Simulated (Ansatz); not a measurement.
Geometry optimisation, DFT PBEsol, scalar-relativistic, plane waves, PAW in Ansatz 0.2.0.

input.yaml

```yaml
crystal:
  lattice:
    - [5.7964, 0.0, 0.0]
    - [-2.8982, 5.01983, 0.0]
    - [0.0, 0.0, 16.2471]
  atoms:
    - { symbol: W, position: [0.0, 0.0, 0.0615494] }
    - { symbol: C, position: [0.3333333, 0.1666667, 0.148685] }
    - { symbol: W, position: [0.0, 0.0, 0.2358205] }
    - { symbol: C, position: [0.3333333, 0.1666667, 0.3229561] }
    - { symbol: W, position: [0.0, 0.5, 0.0615494] }
    - { symbol: C, position: [0.3333333, 0.6666667, 0.148685] }
    - { symbol: W, position: [0.0, 0.5, 0.2358205] }
    - { symbol: C, position: [0.3333333, 0.6666667, 0.3229561] }
    - { symbol: W, position: [0.5, 0.0, 0.0615494] }
    - { symbol: C, position: [0.8333333, 0.1666667, 0.148685] }
    - { symbol: W, position: [0.5, 0.0, 0.2358205] }
    - { symbol: C, position: [0.8333333, 0.1666667, 0.3229561] }
    - { symbol: W, position: [0.5, 0.5, 0.0615494] }
    - { symbol: C, position: [0.8333333, 0.6666667, 0.148685] }
    - { symbol: W, position: [0.5, 0.5, 0.2358205] }
    - { symbol: C, position: [0.8333333, 0.6666667, 0.3229561] }
    - { symbol: O, position: [0.149165, 0.805109, 0.3444984] }
basis:
  ecutwfc: 420.0
kpoints:
  mp_grid: { grid: [3, 3, 1] }
hamiltonian:
  xc: pbesol
  pseudopotentials: { kind: paw, azcp: { folder: soft_1 } }
scf:
  occupations: { method: gaussian, width: 0.05 }
  lower_state_search: "off"
relax:
  f_tol: 0.03
  max_steps: 60
  adjacent_minimum: "off"
  constraints: [{ sites: [0, 4, 8, 12] }]
```

Launched with:

```bash
$ ansatz run input.yaml --threads 4 --pin off --max-ram 10240MiB --backend cpu --events-out ev --progress --plain --runs-dir out
```

Q: Where does it end, and by what steps?

A: The forces met the threshold. Limits of this set-up: coarse k mesh, thin slab, slab without dipole correction, PAW files made for another functional. After 10 steps the energy has fallen by 5.535 eV; O17 moved furthest, 1.03 Å. Parted: W3–O17 (2.47 → 3.15 Å), W11–O17 (2.50 → 3.15 Å).

```tsv
step	energy less start (eV)	largest force component (eV/Å)	accepted
0	0.0000	3.935	yes
1	-1.7095	2.163	yes
2	-3.1073	2.567	yes
3	-4.0056	3.082	yes
4	-4.7268	2.565	yes
5	-5.1784	1.743	yes
6	-5.4595	0.639	yes
7	-5.5286	0.195	yes
8	-5.5332	0.155	yes
9	-5.5352	0.039	yes
10	-5.5353	0.013	yes
```

```xyz
17
Lattice="5.7964 0.0000 0.0000 -2.8982 5.0198 0.0000 0.0000 0.0000 16.2471" Properties=species:S:1:pos:R:3
W 0.000 0.000 1.000
C 1.449 0.868 2.339
W 0.021 0.004 3.823
C 1.449 0.801 4.994
W -1.449 2.510 1.000
C 0.017 3.338 2.327
W -1.449 2.452 3.736
C -0.239 3.397 5.095
W 2.898 0.000 1.000
C 4.347 0.835 2.257
W 2.878 0.004 3.823
C 4.347 0.760 4.897
W 1.449 2.510 1.000
C 2.881 3.338 2.327
W 1.449 2.515 3.937
C 3.138 3.397 5.095
O -1.449 3.031 5.807
```

Run time: 48 s on 4 threads of Arm Neoverse V2 (shared host), peak memory 1.1 GiB.
